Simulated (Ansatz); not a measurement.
# CH6SSeSi: the cost of one run

Computed with Ansatz 0.2.0, Gaussian basis. Level: functionals in def2-TZVPP, the program's frozen cores in correlated methods.

Plan: PBE-D4, r2SCAN-D4, PBE0-D4, B3LYP-D4, ωB97X-V, ωB97M-V, B2PLYP; CCSD(T)/def2-TZVPP; MP2/def2-QZVPP; extrapolation to the limit.

### Step 1. The geometry

The geometry comes from an earlier relaxation with PBE0-D4 in a triple-zeta def2 set; it is a stationary point, not always the lowest conformer.

SMILES `C[Se][SiH2]S`, 10 atoms, charge 0, spin multiplicity 1.

Atoms are counted from 1 here; the program's logs count them from 0.

Bond lengths: C1–Se2 1.957 Å, C1–H5 1.088 Å, C1–H6 1.088 Å, C1–H7 1.088 Å, Se2–Si3 2.261 Å, Si3–S4 2.138 Å, Si3–H8 1.484 Å, Si3–H9 1.483 Å, S4–H10 1.344 Å. Angles: Se2–C1–H5 109.7°, Se2–C1–H6 106.5°, Se2–C1–H7 110.2°, H5–C1–H6 109.9°, H5–C1–H7 110.7°, H6–C1–H7 109.8°, C1–Se2–Si3 97.0°, Se2–Si3–S4 113.4°, Se2–Si3–H8 112.4°, Se2–Si3–H9 105.0°, S4–Si3–H8 102.9°, S4–Si3–H9 112.5°, H8–Si3–H9 110.9°, Si3–S4–H10 94.4°.

### Step 2. PBE-D4 (GGA)

Contents of in.yaml:

```yaml
crystal:
  periodic: [false, false, false]
  atoms:
    - {symbol: C, position_ang: [-1.233983, 1.149584, -0.576815]}
    - {symbol: Se, position_ang: [-0.474086, 0.884729, 1.207013]}
    - {symbol: Si, position_ang: [0.541825, -1.090010, 0.783244]}
    - {symbol: S, position_ang: [1.922301, -1.002990, -0.846733]}
    - {symbol: H, position_ang: [-0.450611, 1.055926, -1.326323]}
    - {symbol: H, position_ang: [-1.642331, 2.158366, -0.591555]}
    - {symbol: H, position_ang: [-2.027448, 0.427443, -0.757170]}
    - {symbol: H, position_ang: [-0.416700, -2.136985, 0.349052]}
    - {symbol: H, position_ang: [1.194621, -1.467916, 2.060456]}
    - {symbol: H, position_ang: [2.669510, -0.029548, -0.298267]}
basis:
  gaussian: {orbitals: def2-TZVPP}
hamiltonian: {xc: pbe, dispersion: d4}
output: {forces: true, orbitals: {seedname: orbitals}}
```

Command:

```bash
> ansatz run in.yaml --threads 4 --pin off --events-out ev --progress --plain --max-ram 10444MiB
```

**Question.** How long does this run take on 4 threads of Arm Neoverse V1, shared host, and how much memory does it need?

About 3.1 s, with a peak of 0.35 GiB.
